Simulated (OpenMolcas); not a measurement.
# Os⁶⁺ among point charges: CASSCF and CASPT2 levels and susceptibility

Aim: the splitting of the states of Os⁶⁺ in the field of 5 point charges, its lowest levels with spin-orbit coupling and its magnetic susceptibility.

Method: state-averaged CASSCF and CASPT2, spin-orbit coupling by RASSI with atomic mean-field integrals. Code: OpenMolcas 26.06.

## (1) The system

| Item | Value |
| --- | --- |
| Species | Os⁶⁺ (osmium, Z = 76, 70 electrons) |
| Basis | ANO-RCC-VDZP [7s6p4d2f1g], 68 functions |
| Scalar Hamiltonian | DKH2, point nucleus |
| Inactive shells | 1s 2s 2p 3s 3p 3d 4s 4p 4d 4f 5s 5p |
| Active space | 2 electrons in 5 orbitals (5d) |
| Some configurations of this space | 5d² |
| Orbitals | optimised for each spin and parity, averaged over all roots |

The outer shells:

5d2
```
5d [↑ ][↑ ][  ][  ][  ]
```

The ion sits among 5 point charges of -2 e arranged as a trigonal bipyramid (D3h), 1.83 Å from the ion, with the axial distance 1.848 Å.

Each step is its own input file, run in one work folder so that later steps find the files of earlier ones. Labels, J, g values, rates, χT and fits are worked out afterwards by a script from the matrices that RASSI stores.

## (2) Basis and integrals

a.inp

```
&GATEWAY
Coord
1

Os 0.0 0.0 0.0
Basis=ANO-RCC-VDZP
Group=NoSym
NoMove
AngMom=0.0 0.0 0.0
AMFI
XField
5 Angstrom 0
1.830000 0.000000 0.000000 -2.000000
-0.915000 1.584826 0.000000 -2.000000
-0.915000 -1.584826 0.000000 -2.000000
0.000000 0.000000 1.848300 -2.000000
0.000000 0.000000 -1.848300 -2.000000
&SEWARD
```

Launch:

```bash
$ OMP_NUM_THREADS=1 MOLCAS_MEM=1689 MOLCAS_PROJECT=a pymolcas a.inp > a.log
```

## (3) Reference wave functions, triplets, 10 roots

a.inp

```
&RASSCF
FileOrb=start.orb
Symmetry=1
Spin=3
nActEl=2 0 0
Inactive=34
Ras2=5
CIRoot=10 10 1
SDav=10
CIMx=300
Iter=120 100
PrWF=0.3
OrbListing=Nothing
MaxOrb=0
>>> COPY $Project.JobIph JOB001
```

start.orb holds the contracted functions of the basis, ordered by shell, or the orbitals of the step before.

## (4) Reference wave functions, singlets, 15 roots

a.inp

```
&RASSCF
FileOrb=start.orb
Symmetry=1
Spin=1
nActEl=2 0 0
Inactive=34
Ras2=5
CIRoot=15 15 1
SDav=15
CIMx=300
Iter=120 100
PrWF=0.3
OrbListing=Nothing
MaxOrb=0
>>> COPY $Project.JobIph JOB002
```

## (5) RASSI: spin-orbit coupling between the states

a.inp

```
&RASSI
NrOfJobIphs=2 10 15
1 2 3 4 5 6 7 8 9 10
1 2 3 4 5 6 7 8 9 10 11 12 13 14 15
IphNames
JOB001
JOB002
EJob
SpinOrbit
DIPRint=1.0
SOCoupling=1000.0
Subsets=2
Property=9
'ANGMOM' 1 'ANGMOM' 2 'ANGMOM' 3 'MLTPL  1' 1 'MLTPL  1' 2 'MLTPL  1' 3
'AMFI' 1 'AMFI' 2 'AMFI' 3
SOProperty=3
'ANGMOM' 1 'ANGMOM' 2 'ANGMOM' 3
```

## (6) CASPT2: IPEA 0.25, imaginary shift 0.1 (closed shells correlated: 4f 5s 5p)

a.inp

```
>>> COPY JOB001 $Project.JobIph
&CASPT2
Multistate=10 1 2 3 4 5 6 7 8 9 10
NoMult
Frozen=23
IPEA=0.25
Imaginary=0.1
MaxIter=60
WThr=0.0 0.3 0.05
PrWF=0.5
NoMix
>>> COPY JOB002 $Project.JobIph
&CASPT2
Multistate=15 1 2 3 4 5 6 7 8 9 10 11 12 13 14 15
NoMult
Frozen=23
IPEA=0.25
Imaginary=0.1
MaxIter=60
WThr=0.0 0.3 0.05
PrWF=0.5
NoMix
```

(Steps that only read results are left out.)

What does the calculation give? Wanted: spin-free ground state; first state of the same spin within the active space; lowest level; next level.

**Answer**, as computed:

```
                                            quantity                                                                           value
                                              method  SS-CASPT2, IPEA 0.25, imaginary shift 0.1 (closed shells correlated: 4f 5s 5p)
                              spin-free ground state                                                 3A2, 1-fold in its orbital part
first state of the same spin within the active space                                                                 3A1 at 162 cm⁻¹
                                        lowest level                                                                       1-fold A1
                                          next level                                                                      178.1 cm⁻¹
                                         χT at 300 K                                                                  0.13 cm³ K/mol
                           effective moment at 300 K                                                                         1.01 μB
```

Cost by method:

| method | time of its own steps | time with the reference |
| --- | --- | --- |
| A. CASSCF | 6.2 s | 6.2 s |
| B. SS-CASPT2, IPEA 0.25, imaginary shift 0.1, +4f 5s 5p | 7.4 s | 14 s |

Times are of one thread on a shared host.

The spin-free ground state (3A2) comes to 100 % from free-ion F terms and keeps the highest spin of the shell. χT at 300 K is 0.13, against 1.00 cm³ K/mol for the spin alone, so spin-orbit coupling lowers it. CASPT2 does not keep the components of a term degenerate, and the means are used. The field of point charges can differ much from that of real complexes. Point charges carry no covalency, so the field is a model and not that of real ligands.
